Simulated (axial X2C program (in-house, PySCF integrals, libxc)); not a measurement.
# PbH: bond curves with and without spin–orbit coupling

Aim: find the lowest determinant of PbH, scan the bond at several levels and fit the constants, once spin-free and once with spin–orbit coupling.

Computed with an in-house X2C program for linear molecules on PySCF integrals. Level: all-electron X2C, Pb dyall-cv3z, H dyall-v3z.

All values are calculated.

**1. Input**

Contents of task.json:

```json
{"zs": [82, 1], "q": 0, "bas": ["dyall-cv3z", "dyall-v3z"], "levels": ["PBE0", "HF", "r2SCAN0"], "cc": true, "r0": 1.76, "thr": -2.0, "nmax": 90, "npts": 10, "nst": 2, "ntry": 6}
```

Keys: zs atomic numbers; q charge; bas basis sets; levels methods (HF also brings MP2); cc coupled cluster on or off; r0 starting distance in Å; thr threshold in hartree for freezing inner shells (an s shell follows its p shell); nmax most natural virtual spinors; npts points asked for on the curve; nst determinants followed; ntry starts of the search.

Started as:

```
$ python so2c.py task.json out
```

Spin-free means the one-electron spin-free X2C Hamiltonian; two-component (2c) means X2C with spin–orbit coupling and atomic mean-field two-electron Coulomb and Gaunt terms. Basis: Pb dyall-cv3z contracted to [12s14p10d7f1g], H dyall-v3z contracted to [6s2p1d]; Gaussian nuclei, density fitting. Masses: Pb 207.977 u, H 1.008 u.

Notation: σ, π±, δ± give the projection m of an orbital's angular momentum (0, ±1, ±2), α and β its spin, Λ and M_S the sums; ω is the projection of a spinor's total angular momentum and Ω the sum. Logs are in hartree.

Further steps of the session: PBE0, spin-free; HF, spin-free; r2SCAN0, spin-free; Correlated methods, spin-free; A higher determinant, spin-free; PBE0, 2c; HF, 2c; r2SCAN0, 2c; MP2 and beyond, 2c; A higher determinant, 2c.

Q: Predict the outcome of this session. Wanted: for each run, Hamiltonian; Re; ωe; De; μ.

As calculated:

Lowest determinant found, spin-free: M_S = 1/2, Λ = 1 (beyond closed shells: π+α).

Lowest determinant found, 2c: Ω = 1/2 (unpaired: ω = 1/2).

| Hamiltonian | level | Re (Å) | ωe (cm⁻¹) | De (eV) | μ (D) |
| --- | --- | --- | --- | --- | --- |
| spin-free | PBE0 | 1.844 | 1611 | 2.41 | -1.05 |
| spin-free | HF | 1.836 | 1665 | 1.45 | -0.99 |
| spin-free | MP2 | 1.823 | 1667 | 2.25 | n/a |
| spin-free | CCSD | 1.838 | 1614 | 2.47 | n/a |
| spin-free | CCSD(T) | 1.842 | 1598 | 2.50 | n/a |
| spin-free | r2SCAN0 | 1.833 | 1644 | 2.33 | -0.98 |
| 2c | PBE0 | 1.847 | 1557 | 1.77 | -1.02 |
| 2c | HF | 1.837 | 1605 | 1.09 | -0.96 |
| 2c | MP2 | 1.822 | 1632 | 1.63 | n/a |
| 2c | CCSD | 1.839 | 1575 | 1.73 | n/a |
| 2c | CCSD(T) | 1.843 | 1559 | 1.72 | n/a |
| 2c | r2SCAN0 | 1.836 | 1591 | 1.95 | -0.96 |

Dipoles are positive if H is the positive end.

At CCSD(T), going from spin-free to two-component changes Re by +1 mÅ, ωe by -2.5 % and De by -0.78 eV; at least one of these shifts is too large to ignore. The bond energy falls because the coupling lowers the separated atoms more than the molecule.

De refers to Pb + H. The state is a single determinant with fixed occupations, the lowest that a limited PBE0 search found. De is counted from the lowest determinant-based energies of the atoms at the same level, without counterpoise correction. Density functionals use the spin component along the axis (collinear). CCSD and (T) use frozen natural virtuals with an MP2 correction for the truncation. The meta-GGAs lack a current-density term, which matters for open shells with orbital currents, atoms included.
